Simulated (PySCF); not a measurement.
The system is SiAlCl2H3, in a box.

```xyz
7
Lattice="13.0000 0.0000 0.0000 0.0000 14.0000 0.0000 0.0000 0.0000 12.0000" Properties=species:S:1:pos:R:3 pbc="T T T"
Si    5.7879    8.6125    5.6320
Al    6.7205    6.4404    6.2066
Cl    8.5129    6.2942    7.2736
Cl    5.7906    4.6481    5.6650
H     4.5131    8.4666    4.8818
H     5.5348    9.3939    6.8728
H     6.7603    9.3660    4.7944
```

Base run:

```yaml
Program: PySCF 2.14.0
Functional: B3PW91
Dispersion: D4
Potentials_or_basis: 6-31g* (all-electron)
k_mesh: 1 × 1 × 1
Occupations: fixed
Spin: no spin polarisation
```

Its results: gap between the frontier levels 6.21 eV.

Q: After a change of settings the same cell gave: gap between the frontier levels 4.89 eV. Which change was it?
A. functional from B3PW91 to TPSSh
B. functional from B3PW91 to TPSS; dispersion from D4 to D3
C. functional from B3PW91 to RPBE; dispersion from D4 to none

A: B.

Caveats: this is a molecule in a periodic box at the Γ point, so its band gap is the HOMO-LUMO gap; the basis of atomic orbitals isn't converged, which shifts pressures, moduli and gaps.

Not every run made on this cell is shown here.
